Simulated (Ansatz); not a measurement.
# CGeSi: the cost of one run

Computed with Ansatz 0.2.0, Gaussian basis. Level: cc-pVTZ, core rule «outside noble gas», up to 20 orbitals frozen.

Plan: UHF; CCSD(T) on ROHF; CCSD(T) on UHF; BCCD(T) on ROHF; CCSDT(Q) on ROHF; CCSDT(Q) on UHF; CASSCF and NEVPT2, 12 electrons in 12 orbitals.

3 further runs of the same task are left out: 3 set aside as unsound or not needed.

## 1. What is computed

The geometry is a PBE0/def2-TZVP stationary point (not a proven minimum) of the parent state, kept for this charge and spin. No spin-orbit coupling is included. The filled d shell of Ge may be among the frozen orbitals whatever the setting's name suggests; the logs give the count.

3 atoms, charge 0, spin multiplicity 3.

Atoms are counted from 1 here; the program's logs count them from 0.

Bond lengths: C1–Si2 1.691 Å, C1–Ge3 1.773 Å. Angles: Si2–C1–Ge3 121.6°.

## 2. UHF

Contents of in.yaml:

```yaml
crystal:
  periodic: [false, false, false]
  atoms:
    - {symbol: C, position_ang: [0.000000, -0.733271, 0.663841]}
    - {symbol: Si, position_ang: [0.000000, 0.158705, 2.100901]}
    - {symbol: Ge, position_ang: [0.000000, 0.059881, -0.922055]}
basis:
  gaussian: {orbitals: cc-pVTZ}
magnetization: {spin_polarized: true, initial_magnetization: 2}
hamiltonian: {xc: hf}
output: {orbitals: {seedname: orbitals}}
```

The run is started by

```console
$ ansatz run in.yaml --threads 1 --pin off --events-out ev --progress --plain --max-ram 4096MiB --backend cpu
```

**Question.** How long does this run take on 1 thread of AMD EPYC 7R13, shared host, and how much memory does it need?

About 28 s, with a peak of 0.27 GiB.
